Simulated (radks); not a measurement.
# Taking charge from the 6s level of Tm⁺ in fractions

What happens to E and to the 6s eigenvalue of Tm⁺ when a fraction of an electron is removed? The exact functional would give straight lines between whole numbers for a frontier level.

The numbers are computed with radks (a radial shooting solver on a logarithmic mesh, Libxc functionals) version 1 (Dirac Kohn-Sham, PBEsol, spin-unpolarised, spherical densities, finite nucleus; open shells are shared between the two j in proportion to 2j + 1), except any that are marked as measured or tabulated.

## 1. What is computed

```
element            : thulium (Z = 69)
charge             : +1
electrons          : 68
configuration      : [Xe] 4f13 6s1
nuclear rms radius : 5.2256 fm
```

The outer shells:

Tm⁺
```
[Xe] core
4f [↑↓][↑↓][↑↓][↑↓][↑↓][↑↓][↑ ]
6s [↑ ]
```

## 2. Start: [Xe] 4f13 6s1

The run's settings:

```text
Z 69
configuration [Xe] 4f13 6s1
relativity Dirac
functional pbe_sol,pbe_sol
spin unpolarised
j_filling average
nucleus finite rms 5.2256 fm
c 137.035999084
```

## 3. 0.25 electron removed from 6s

Changes since step 2:

```diff
@@ -1,3 +1,3 @@
 Z 69
-configuration [Xe] 4f13 6s1
+configuration [Xe] 4f13 6s0.75
 relativity Dirac
```

## 4. 0.5 electron removed from 6s

Changes since step 3:

```diff
@@ -1,3 +1,3 @@
 Z 69
-configuration [Xe] 4f13 6s0.75
+configuration [Xe] 4f13 6s0.5
 relativity Dirac
```

## 5. 0.75 electron removed from 6s

Changes since step 4:

```diff
@@ -1,3 +1,3 @@
 Z 69
-configuration [Xe] 4f13 6s0.5
+configuration [Xe] 4f13 6s0.25
 relativity Dirac
```

## 6. 1 electron removed from 6s

Changes since step 5:

```diff
@@ -1,3 +1,3 @@
 Z 69
-configuration [Xe] 4f13 6s0.25
+configuration [Xe] 4f13 6s0
 relativity Dirac
```

Q: Predict the outcome of this session. Wanted: for each run, removed; E − E(0); eigenvalue; E minus straight line.

The runs gave:

```csv
removed (e),E − E(0) (eV),eigenvalue (eV),E minus straight line (eV)
0,0.000,-9.152,0.000
0.25,2.461,-10.542,-0.534
0.5,5.273,-11.958,-0.718
0.75,8.444,-13.416,-0.544
1,11.983,-14.870,0.000
```

What this shows: Removing the whole electron costs 11.983 eV, against 9.152 eV from minus the starting eigenvalue. Slater's transition state, half an electron removed, gives 11.958 eV. The trapezoid integral of minus the eigenvalue gives 11.982 eV over the range, against 11.983 eV from the energies (Janak's theorem). The eigenvalue moves by 5.72 eV per electron. E bends below the straight line by 0.72 eV at 0.5 electron removed: the delocalisation error of the functional. NIST lists 12.07 eV (semi-empirical) for the ionisation energy of Tm⁺.
